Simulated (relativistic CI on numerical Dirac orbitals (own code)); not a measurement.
# Pr²⁺: one ion under different settings

How much do the settings matter for Pr²⁺? One ion, several inputs.

Program: relativistic CI on numerical Dirac orbitals (own code) version 3. Level of theory: Dirac-Coulomb-Breit CI, KLI orbitals optimised for each configuration, model QED (radiative potential, 1s self-energy scaled to tabulated hydrogen-like ionisation energies), numerical settings as typed. These are calculated values, not measurements, unless marked.

### Step 1. What is computed

* ion: Pr²⁺ (Pr III)
* nuclear charge: 59
* electrons: 57
* isotope: A = 141

### Step 2. The usual input

The run's settings:

```ini
atom Pr  Z=59  charge=2  electrons=57
nucleus A=141  rms_radius_fm=4.8919
hamiltonian dirac-coulomb  breit=on  qed=on  c_scale=1
orbitals kli  potential=per-configuration
slater_scale 1
correlation none
mixing on
grid step=0.0125 r_max=67.1
scf mixing=0.4 start=green max_iterations=150 tolerance=2e-08 node_fill=0.05
configurations
  [Xe] 4f3
end
```

The run is started by

```
python run_levels.py task.json out
```

The settings of every run stand in task.json; they run in order.

From the run's result record (rounded, not every field):

```text
{
  "status": "converged",
  "levels [i, E_cm, J2, conf, term, w_term, w_jj]": [
    [0, 0, 9, "4f3", "4I*", 0.9814, 0.5764],
    [1, 1338.6189, 11, "4f3", "4I*", 0.9934, 0.8529],
    [2, 2804.9714, 13, "4f3", "4I*", 0.9977, 0.8226],
    [3, 4368.6252, 15, "4f3", "4I*", 0.9931, 0.5359],
    [4, 12270.818, 9, "4f3", "2H*", 0.8245, 0.391],
    [5, 12572.747, 3, "4f3", "4F*", 0.9678, 0.4286],
    [6, 13264.223, 5, "4f3", "4F*", 0.986, 0.6943],
    [7, 13930.876, 3, "4f3", "4S*", 0.9698, 0.4911],
    [8, 13935.333, 7, "4f3", "4F*", 0.933, 0.5327],
    [9, 14535.199, 11, "4f3", "2H*", 0.9772, 0.634],
    [10, 14676.952, 9, "4f3", "4F*", 0.8435, 0.7496],
    [11, 17019.775, 7, "4f3", "2G*", 0.8834, 0.501],
    [12, 18607.636, 13, "4f3", "2K*", 0.993, 0.6716],
    [13, 18922.773, 9, "4f3", "2G*", 0.7302, 0.7055],
    "... 16 more rows left out ..."
  ],
  "total_energy [Ha]": -9224.6385523,
  "n_levels_all": 41,
  "overlap": 1.38953e-11,
  "scf_iterations": [13],
  "orbital_energies [Ha]": {"1s": -1534.51, "2s": -247.404, "2p1/2": -233.784, "2p3/2": -216.111, "3s": -54.0291, "3p1/2": -48.2594, "3p3/2": -44.7463, "3d3/2": -34.7145, "3d5/2": -33.9583, "4s": -11.2979, "4p1/2": -9.13865, "4p3/2": -8.39213, "4d3/2": -4.85062, "4d5/2": -4.72, "5s": -2.14913, "5p1/2": -1.57685, "5p3/2": -1.47503, "4f5/2": -0.767709, "4f7/2": -0.755029},
  "configurations [conf, odd, states, E_av_Ha, breit_Ha, qed_Ha]": [
    ["4f3", 1, 364, -9237.589287, 7.834, 5.23]
  ],
  "scf_steps of the first configuration [iteration, E_Ha, residual, outer_eigenvalue_Ha]": [
    [1, -9224.38545, 1.71, -2.055],
    [2, -9236.327971, 0.627, -1.518],
    [3, -9237.413887, 0.216, -1.445],
    [4, -9237.583412, 0.0626, -1.474],
    [5, -9237.591286, 0.02, -1.469],
    [6, -9237.589796, 0.00224, -1.472],
    [7, -9237.589566, 0.00139, -1.474],
    [8, -9237.589296, 7.03e-05, -1.475],
    [9, -9237.589286, 3.45e-06, -1.475],
    [10, -9237.589287, 1.32e-06, -1.475],
    [11, -9237.589287, 3.15e-08, -1.475],
    [12, -9237.589287, 2.36e-08, -1.475],
    [13, -9237.589287, 1.48e-10, -1.475]
  ]
}
```

It took 0.2 s on 1 thread, shared host.

### Step 3. Grid step 0.008

Changes to the settings of step 2:

```diff
@@ -7,3 +7,3 @@
 mixing on
-grid step=0.0125 r_max=67.1
+grid step=0.008 r_max=67.1
 scf mixing=0.4 start=green max_iterations=150 tolerance=2e-08 node_fill=0.05
```

From the record:

```text
{
  "status": "converged",
  "levels [i, E_cm, J2, conf, term, w_term]": [
    [0, 0, 9, "4f3", "4I*", 0.9814],
    [1, 1338.6189, 11, "4f3", "4I*", 0.9934],
    [2, 2804.9716, 13, "4f3", "4I*", 0.9977],
    [3, 4368.6254, 15, "4f3", "4I*", 0.9931],
    [4, 12270.819, 9, "4f3", "2H*", 0.8245],
    [5, 12572.747, 3, "4f3", "4F*", 0.9678],
    [6, 13264.223, 5, "4f3", "4F*", 0.986],
    [7, 13930.876, 3, "4f3", "4S*", 0.9698],
    "... 22 more rows left out ..."
  ],
  "total_energy [Ha]": -9224.6386564,
  "n_levels_all": 41,
  "overlap": 6.10448e-13,
  "scf_iterations": [12],
  "orbital_energies [Ha]": {"1s": -1534.51, "2s": -247.404, "2p1/2": -233.784, "2p3/2": -216.111, "3s": -54.0291, "3p1/2": -48.2594, "3p3/2": -44.7463, "3d3/2": -34.7145, "3d5/2": -33.9583, "4s": -11.2979, "4p1/2": -9.13865, "4p3/2": -8.39213, "4d3/2": -4.85062, "4d5/2": -4.72, "5s": -2.14913, "5p1/2": -1.57685, "5p3/2": -1.47503, "4f5/2": -0.767709, "4f7/2": -0.755029},
  "configurations [conf, odd, states, E_av_Ha, breit_Ha, qed_Ha]": [
    ["4f3", 1, 364, -9237.589393, 7.834, 5.23]
  ],
  "scf_steps of the first configuration [iteration, E_Ha, residual, outer_eigenvalue_Ha]": [
    [1, -9224.385554, 1.71, -2.055],
    [2, -9236.328077, 0.627, -1.518],
    [3, -9237.413993, 0.216, -1.445],
    [4, -9237.583517, 0.0626, -1.474],
    [5, -9237.591392, 0.02, -1.469],
    [6, -9237.589902, 0.00225, -1.472],
    [7, -9237.589673, 0.00139, -1.474],
    [8, -9237.589401, 6.65e-05, -1.475],
    [9, -9237.589392, 4.46e-06, -1.475],
    [10, -9237.589393, 1.37e-06, -1.475],
    [11, -9237.589393, 3.5e-08, -1.475],
    [12, -9237.589393, 1.97e-08, -1.475]
  ]
}
```

Wall time 0.3 s (1 thread, shared host).

### Step 4. Grid step 0.008, Slater scale 0.5, iteration limit 20

The run's settings:

```ini
atom Pr  Z=59  charge=2  electrons=57
nucleus A=141  rms_radius_fm=4.8919
hamiltonian dirac-coulomb  breit=on  qed=on  c_scale=1
orbitals kli  potential=per-configuration
slater_scale 0.5
correlation none
mixing on
grid step=0.008 r_max=67.1
scf mixing=0.4 start=green max_iterations=20 tolerance=2e-08 node_fill=0.05
configurations
  [Xe] 4f3
end
```

From the record:

```text
{
  "status": "converged",
  "levels [i, E_cm, J2, conf, term, w_term]": [
    [0, 0, 9, "4f3", "4I*", 0.9432],
    [1, 1407.2239, 11, "4f3", "4I*", 0.9812],
    [2, 2841.5442, 13, "4f3", "4I*", 0.9896],
    [3, 4274.0218, 15, "4f3", "4I*", 0.9699],
    [4, 6599.6036, 9, "4f3", "2H*", 0.6428],
    [5, 6636.0427, 3, "4f3", "4F*", 0.8854],
    [6, 7458.5835, 5, "4f3", "4F*", 0.9552],
    [7, 7991.0565, 3, "4f3", "4S*", 0.8806],
    "... 22 more rows left out ..."
  ],
  "total_energy [Ha]": -9224.5884394,
  "n_levels_all": 41,
  "overlap": 6.10448e-13,
  "scf_iterations": [12],
  "orbital_energies [Ha]": {"1s": -1534.51, "2s": -247.404, "2p1/2": -233.784, "2p3/2": -216.111, "3s": -54.0291, "3p1/2": -48.2594, "3p3/2": -44.7463, "3d3/2": -34.7145, "3d5/2": -33.9583, "4s": -11.2979, "4p1/2": -9.13865, "4p3/2": -8.39213, "4d3/2": -4.85062, "4d5/2": -4.72, "5s": -2.14913, "5p1/2": -1.57685, "5p3/2": -1.47503, "4f5/2": -0.767709, "4f7/2": -0.755029},
  "configurations [conf, odd, states, E_av_Ha, breit_Ha, qed_Ha]": [
    ["4f3", 1, 364, -9237.589393, 7.834, 5.23]
  ],
  "scf_steps of the first configuration [iteration, E_Ha, residual, outer_eigenvalue_Ha]": [
    [1, -9224.385554, 1.71, -2.055],
    [2, -9236.328077, 0.627, -1.518],
    [3, -9237.413993, 0.216, -1.445],
    [4, -9237.583517, 0.0626, -1.474],
    [5, -9237.591392, 0.02, -1.469],
    [6, -9237.589902, 0.00225, -1.472],
    [7, -9237.589673, 0.00139, -1.474],
    [8, -9237.589401, 6.65e-05, -1.475],
    [9, -9237.589392, 4.46e-06, -1.475],
    [10, -9237.589393, 1.37e-06, -1.475],
    [11, -9237.589393, 3.5e-08, -1.475],
    [12, -9237.589393, 1.97e-08, -1.475]
  ]
}
```

Wall time 0.3 s (1 thread, shared host).

### Step 5. Grid step 0.006, Slater scale 0.6, potential mixing 0.1

The run's settings:

```ini
atom Pr  Z=59  charge=2  electrons=57
nucleus A=141  rms_radius_fm=4.8919
hamiltonian dirac-coulomb  breit=on  qed=on  c_scale=1
orbitals kli  potential=per-configuration
slater_scale 0.6
correlation none
mixing on
grid step=0.006 r_max=67.1
scf mixing=0.1 start=green max_iterations=150 tolerance=2e-08 node_fill=0.05
configurations
  [Xe] 4f3
end
```

From the record:

```text
{
  "status": "converged",
  "levels [i, E_cm, J2, conf, term, w_term]": [
    [0, 0, 9, "4f3", "4I*", 0.9571],
    [1, 1380.7744, 11, "4f3", "4I*", 0.9855],
    [2, 2821.8114, 13, "4f3", "4I*", 0.9931],
    [3, 4291.3844, 15, "4f3", "4I*", 0.9798],
    [4, 7722.4179, 9, "4f3", "2H*", 0.6947],
    [5, 7837.7352, 3, "4f3", "4F*", 0.9171],
    [6, 8615.4467, 5, "4f3", "4F*", 0.9667],
    [7, 9188.9811, 3, "4f3", "4S*", 0.9158],
    "... 22 more rows left out ..."
  ],
  "total_energy [Ha]": -9224.5984437,
  "n_levels_all": 41,
  "overlap": 2.64284e-13,
  "scf_iterations": [24],
  "orbital_energies [Ha]": {"1s": -1534.51, "2s": -247.404, "2p1/2": -233.784, "2p3/2": -216.111, "3s": -54.0291, "3p1/2": -48.2594, "3p3/2": -44.7463, "3d3/2": -34.7145, "3d5/2": -33.9583, "4s": -11.2979, "4p1/2": -9.13865, "4p3/2": -8.39213, "4d3/2": -4.85062, "4d5/2": -4.72, "5s": -2.14913, "5p1/2": -1.57685, "5p3/2": -1.47503, "4f5/2": -0.767709, "4f7/2": -0.755029},
  "configurations [conf, odd, states, E_av_Ha, breit_Ha, qed_Ha]": [
    ["4f3", 1, 364, -9237.58944, 7.834, 5.23]
  ],
  "scf_steps of the first configuration [iteration, E_Ha, residual, outer_eigenvalue_Ha]": [
    [1, -9224.3856, 1.71, -2.055],
    [2, -9228.495178, 1.44, -1.907],
    [3, -9232.865487, 1.08, -1.756],
    [4, -9237.102784, 0.302, -1.484],
    [5, -9237.229527, 0.308, -1.498],
    [6, -9237.522499, 0.0878, -1.465],
    [7, -9237.583143, 0.0748, -1.486],
    [8, -9237.582523, 0.077, -1.486],
    [9, -9237.59118, 0.0135, -1.475],
    [10, -9237.590502, 0.00642, -1.474],
    ["...", "...", "...", "..."],
    [15, -9237.589435, 4.12e-05, -1.475],
    [16, -9237.58944, 5.71e-06, -1.475],
    [17, -9237.589441, 3.76e-06, -1.475],
    [18, -9237.58944, 8.44e-08, -1.475],
    [19, -9237.58944, 1.21e-07, -1.475],
    [20, -9237.58944, 1.28e-07, -1.475],
    [21, -9237.58944, 1.02e-07, -1.475],
    [22, -9237.58944, 3.35e-08, -1.475],
    [23, -9237.58944, 2.43e-08, -1.475],
    [24, -9237.58944, 1.73e-08, -1.475]
  ]
}
```

It took 0.55 s on 1 thread, shared host.

### Step 6. Potential mixing 1.8

The run's settings:

```ini
atom Pr  Z=59  charge=2  electrons=57
nucleus A=141  rms_radius_fm=4.8919
hamiltonian dirac-coulomb  breit=on  qed=on  c_scale=1
orbitals kli  potential=per-configuration
slater_scale 1
correlation none
mixing on
grid step=0.0125 r_max=67.1
scf mixing=1.8 start=green max_iterations=65 tolerance=2e-08 node_fill=0.05
configurations
  [Xe] 4f3
end
```

From the record:

```text
{
  "status": "converged",
  "levels [i, E_cm, J2, conf, term, w_term]": [
    [0, 0, 9, "4f3", "4I*", 0.9814],
    [1, 1338.6189, 11, "4f3", "4I*", 0.9934],
    [2, 2804.9715, 13, "4f3", "4I*", 0.9977],
    [3, 4368.6253, 15, "4f3", "4I*", 0.9931],
    [4, 12270.818, 9, "4f3", "2H*", 0.8245],
    [5, 12572.747, 3, "4f3", "4F*", 0.9678],
    [6, 13264.223, 5, "4f3", "4F*", 0.986],
    [7, 13930.875, 3, "4f3", "4S*", 0.9698],
    "... 22 more rows left out ..."
  ],
  "total_energy [Ha]": -9224.6385523,
  "n_levels_all": 41,
  "overlap": 1.38946e-11,
  "scf_iterations": [19],
  "orbital_energies [Ha]": {"1s": -1534.51, "2s": -247.404, "2p1/2": -233.784, "2p3/2": -216.111, "3s": -54.0291, "3p1/2": -48.2594, "3p3/2": -44.7463, "3d3/2": -34.7145, "3d5/2": -33.9583, "4s": -11.2979, "4p1/2": -9.13865, "4p3/2": -8.39213, "4d3/2": -4.85062, "4d5/2": -4.72, "5s": -2.14913, "5p1/2": -1.57685, "5p3/2": -1.47503, "4f5/2": -0.767709, "4f7/2": -0.755029},
  "configurations [conf, odd, states, E_av_Ha, breit_Ha, qed_Ha]": [
    ["4f3", 1, 364, -9237.589287, 7.834, 5.23]
  ],
  "scf_steps of the first configuration [iteration, E_Ha, residual, outer_eigenvalue_Ha]": [
    [1, -9224.38545, 1.71, -2.055],
    [2, -9082.225787, 6.66, -0.679],
    [3, -9234.117222, 0.852, -2.272],
    [4, -9237.317241, 0.398, -1.756],
    [5, -9237.555484, 0.208, -1.694],
    [6, -9237.55224, 0.2, -1.652],
    [7, -9237.590027, 0.0498, -1.544],
    [8, -9237.590075, 0.0613, -1.546],
    [9, -9237.590523, 0.03, -1.511],
    [10, -9237.589211, 0.00298, -1.481],
    [11, -9237.589386, 0.000534, -1.475],
    [12, -9237.589359, 0.000505, -1.475],
    [13, -9237.589304, 0.00012, -1.475],
    [14, -9237.589291, 2.38e-05, -1.475],
    [15, -9237.589286, 4.74e-06, -1.475],
    [16, -9237.589287, 2.65e-06, -1.475],
    [17, -9237.589287, 1.59e-07, -1.475],
    [18, -9237.589287, 1.07e-07, -1.475],
    [19, -9237.589287, 1.03e-08, -1.475]
  ]
}
```

It took 0.24 s on 1 thread, shared host.

The value lies outside the usual range, yet the result is unchanged in this case.

### Step 7. Nuclear radius 489.19

The run's settings:

```ini
atom Pr  Z=59  charge=2  electrons=57
nucleus A=141  rms_radius_fm=489.1900
hamiltonian dirac-coulomb  breit=on  qed=on  c_scale=1
orbitals kli  potential=per-configuration
slater_scale 1
correlation none
mixing on
grid step=0.0125 r_max=67.1
scf mixing=0.4 start=green max_iterations=76 tolerance=2e-08 node_fill=0.05
configurations
  [Xe] 4f3
end
```

From the record:

```text
{
  "status": "converged",
  "levels [i, E_cm, J2, conf, term, w_term]": [
    [0, 0, 9, "4f3", "4I*", 0.9802],
    [1, 1463.5552, 11, "4f3", "4I*", 0.993],
    [2, 3060.4199, 13, "4f3", "4I*", 0.9975],
    [3, 4756.9536, 15, "4f3", "4I*", 0.9926],
    [4, 12966.157, 9, "4f3", "2H*", 0.8143],
    [5, 13247.604, 3, "4f3", "4F*", 0.9654],
    [6, 14008.771, 5, "4f3", "4F*", 0.9851],
    [7, 14730.198, 3, "4f3", "4S*", 0.9675],
    "... 22 more rows left out ..."
  ],
  "total_energy [Ha]": -8458.0476643,
  "n_levels_all": 41,
  "overlap": 2.32893e-11,
  "scf_iterations": [12],
  "orbital_energies [Ha]": {"1s": -1216.57, "2s": -208.21, "2p1/2": -233.274, "2p3/2": -218.023, "3s": -45.9246, "3p1/2": -48.2447, "3p3/2": -45.2824, "3d3/2": -35.2875, "3d5/2": -34.5151, "4s": -9.49302, "4p1/2": -9.17813, "4p3/2": -8.55049, "4d3/2": -4.99531, "4d5/2": -4.86096, "5s": -1.8724, "5p1/2": -1.60342, "5p3/2": -1.51723, "4f5/2": -0.841804, "4f7/2": -0.828035},
  "configurations [conf, odd, states, E_av_Ha, breit_Ha, qed_Ha]": [
    ["4f3", 1, 364, -8465.718546, 6.001, 1.789]
  ],
  "scf_steps of the first configuration [iteration, E_Ha, residual, outer_eigenvalue_Ha]": [
    [1, -8455.363202, 1.55, -2.05],
    [2, -8464.8114, 0.531, -1.547],
    [3, -8465.603267, 0.158, -1.482],
    [4, -8465.712238, 0.0628, -1.505],
    [5, -8465.720105, 0.0113, -1.508],
    [6, -8465.71925, 0.00384, -1.514],
    [7, -8465.718671, 0.000793, -1.516],
    [8, -8465.718559, 0.00011, -1.517],
    [9, -8465.718549, 2.22e-05, -1.517],
    [10, -8465.718546, 1.51e-06, -1.517],
    [11, -8465.718546, 4.76e-08, -1.517],
    [12, -8465.718546, 8.79e-09, -1.517]
  ]
}
```

Run time: 0.19 s. Hardware: 1 thread, shared host.

A bad setting: its result is shown only for the comparison.

### Step 8. The runs side by side

| setting | total energy less usual (Ha) | largest shift of a level among the lowest eight of both runs, same label and place (cm⁻¹) | SCF iterations | time | lowest level | kind of change |
| --- | --- | --- | --- | --- | --- | --- |
| usual | 0 | 0 | 13 | 0.2 s | 4f3 4I°9/2 | - |
| grid step 0.008 | -0.000104 | 0 | 12 | 0.3 s | 4f3 4I°9/2 | numerical |
| grid step 0.008, Slater scale 0.5, iteration limit 20 | 0.0501 | 5940 | 12 | 0.3 s | 4f3 4I°9/2 | model term |
| grid step 0.006, Slater scale 0.6, potential mixing 0.1 | 0.0401 | 4740 | 24 | 0.55 s | 4f3 4I°9/2 | model term |
| potential mixing 1.8 | 0 | 0 | 19 | 0.24 s | 4f3 4I°9/2 | extreme, harmless here |
| nuclear radius 489.19 | 767 | 799 | 12 | 0.19 s | 4f3 4I°9/2 | unsound |

### Step 9. Summary of results

```
                    quantity          value
lowest level, usual settings     4f3 4I°9/2
                total energy  -9224.6386 Ha
            first excitation    1338.6 cm⁻¹
```

In words: Among the runs whose levels can be followed, they move most under «grid step 0.008, Slater scale 0.5, iteration limit 20» (model term), by up to 5940 cm⁻¹. No visible change in the result comes from «potential mixing 1.8». «Grid step 0.006, Slater scale 0.6, potential mixing 0.1» costs 24 SCF iterations against 13. Only the listed configurations are in the model. In a near-neutral ion this small CI can misplace whole configurations by 10,000 cm⁻¹ or more, above all where the count of f electrons changes.
